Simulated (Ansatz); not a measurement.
# Si5S: the cost of one run

Method: DFT PBE, scalar-relativistic, plane waves, PAW, in Ansatz 0.2.0.

1 further run of the same task is left out (it didn't finish).

### 1 The starting structure

It takes space group P6/mmm (No. 191, hexagonal). The conventional cell has a = 5.423 Å, b = 5.423 Å, c = 4.214 Å, α = 90.00°, β = 90.00°, γ = 120.00°. Si (site symmetry -6m2) has 6 Si at 2.62 Å as nearest neighbours. Si (site symmetry mmm) has 8 Si at 2.62 to 2.71 Å as nearest neighbours. S (site symmetry 6/mmm) is surrounded by 18 Si at 3.13 to 3.43 Å.

Structure file:

```cif
data_structure
_symmetry_space_group_name_H-M 'P 1'
_symmetry_Int_Tables_number 1
_cell_length_a 5.4225
_cell_length_b 5.4225
_cell_length_c 4.2136
_cell_angle_alpha 90.000
_cell_angle_beta 90.000
_cell_angle_gamma 120.000
_cell_volume 107.30
loop_
_atom_site_label
_atom_site_type_symbol
_atom_site_fract_x
_atom_site_fract_y
_atom_site_fract_z
_atom_site_occupancy
Si1 Si 0.33333 0.66667 0.00000 1
Si2 Si 0.66667 0.33333 0.00000 1
Si3 Si 0.50000 0.00000 0.50000 1
Si4 Si 0.50000 0.50000 0.50000 1
Si5 Si 0.00000 0.50000 0.50000 1
S1 S 0.00000 0.00000 0.00000 1
```

The cell is invented: species swapped into a database cell of LaCo5 (P6/mmm, No. 191), with S on the La sites and Si on the Co sites. Its size is a rough estimate.

### 2 A first look at the guess

input.yaml reads:

```yaml
crystal:
  lattice:
    - [5.42253911, 0.0, 0.0]
    - [-2.71126956, 4.69605663, 0.0]
    - [0.0, 0.0, 4.21363864]
  atoms:
    - { symbol: Si, position: [0.33333333, 0.66666667, 0.0] }
    - { symbol: Si, position: [0.66666667, 0.33333333, 0.0] }
    - { symbol: Si, position: [0.5, 0.0, 0.5] }
    - { symbol: Si, position: [0.5, 0.5, 0.5] }
    - { symbol: Si, position: [0.0, 0.5, 0.5] }
    - { symbol: S, position: [0.0, 0.0, 0.0] }
basis:
  ecutwfc: 420
kpoints:
  mp_grid: { grid: [6, 6, 4] }
hamiltonian:
  xc: pbe
scf:
  occupations: { method: gaussian, width: 0.1 }
  lower_state_search: "off"
output:
  forces: true
  stress: true
  eigenvalues: true
```

On the command line:

```
$ ansatz run input.yaml --threads 1 --pin off --max-ram 2560MiB --backend cpu --events-out ev --progress --plain --runs-dir out
```

Q: Estimate wall time and peak memory on 1 thread of Intel Xeon 6975P-C (Granite Rapids), shared host.

About 1.8 s, with a peak of 0.41 GiB.
